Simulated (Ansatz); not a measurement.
This script makes vertical spin-state energies of C2H5O2Si, SMILES [CH]=C[SiH](O)O with Ansatz 0.2.0, Python API.

The script, `spin_c2h5o2si.py`:
```python
'''Gap between spin states of C2H5O2Si at one geometry.'''

import logging
import sys

import ansatz as az

logging.basicConfig(stream=sys.stdout, format='%(name)s: %(message)s')
log = logging.getLogger('c2h5o2si')
log.setLevel(logging.INFO)

BASIS_SET = 'def2-SVP'
XC = 'pbe0'

geometry_ang = [
    ('C', (-1.8428, 0.1762, -0.7234)),
    ('C', (-0.7257, -0.3146, -0.9303)),
    ('Si', (0.5, -0.3596, 0.3637)),
    ('O', (0.7009, 1.0854, 1.193)),
    ('O', (2.0458, -0.6717, -0.2383)),
    ('H', (-2.8578, 0.6666, -0.5937)),
    ('H', (-0.4348, -0.7592, -1.875)),
    ('H', (0.2368, -1.3978, 1.3484)),
    ('H', (-0.2273, 1.4885, 1.4547)),
    ('H', (2.688, 0.035, 0.0038)),
]
geometry = az.Crystal.molecule()
for symbol, xyz in geometry_ang:
    geometry = geometry.atom(symbol, xyz)

base = geometry.calculation().basis(gaussian=BASIS_SET).functional(XC)
found = {}
for unpaired in [1, 3]:
    data = base.spin('collinear', total=unpaired).run(threads=1).report
    s = unpaired / 2
    found[unpaired] = data['free_energy_ev']
    log.info(f'2S+1 = {unpaired + 1}: E = {found[unpaired]:.5f} eV, <S^2> = {abs(data["mean_field"]["state"]["spin_squared"]):.3f} (pure state {s * (s + 1):.2f})')
lowest = min(found, key=found.get)
for unpaired, e in found.items():
    log.info(f'multiplicity {unpaired + 1}: {23.060548 * (e - found[lowest]):.1f} kcal/mol above the lowest')
```

Which spin state is lowest at this geometry, and how far above lie the others?

In order: multiplicity 2 (+0.00 eV) and multiplicity 4 (+4.85 eV), all at the one geometry.

The run itself:

```console
$ python spin_c2h5o2si.py
c2h5o2si: 2S+1 = 2: E = -14108.32679 eV, <S^2> = 0.761 (pure state 0.75)
c2h5o2si: 2S+1 = 4: E = -14103.47204 eV, <S^2> = 3.764 (pure state 3.75)
c2h5o2si: multiplicity 2: 0.0 kcal/mol above the lowest
c2h5o2si: multiplicity 4: 112.0 kcal/mol above the lowest
```

What to keep in mind:
- Total energies depend on the basis set; only differences at equal settings carry meaning.
- The geometry is a force-field or estimated start, not a minimum of this method, and the basis set is short of its limit. All parts are taken at fixed geometry, without zero-point energy.
- The species is open-shell (spin multiplicity 2).
- Timing: 6.8 s on 1 thread of Intel(R) Xeon(R) Processor @ 2.30GHz, with other jobs on the host, peak memory 0.36 GiB.
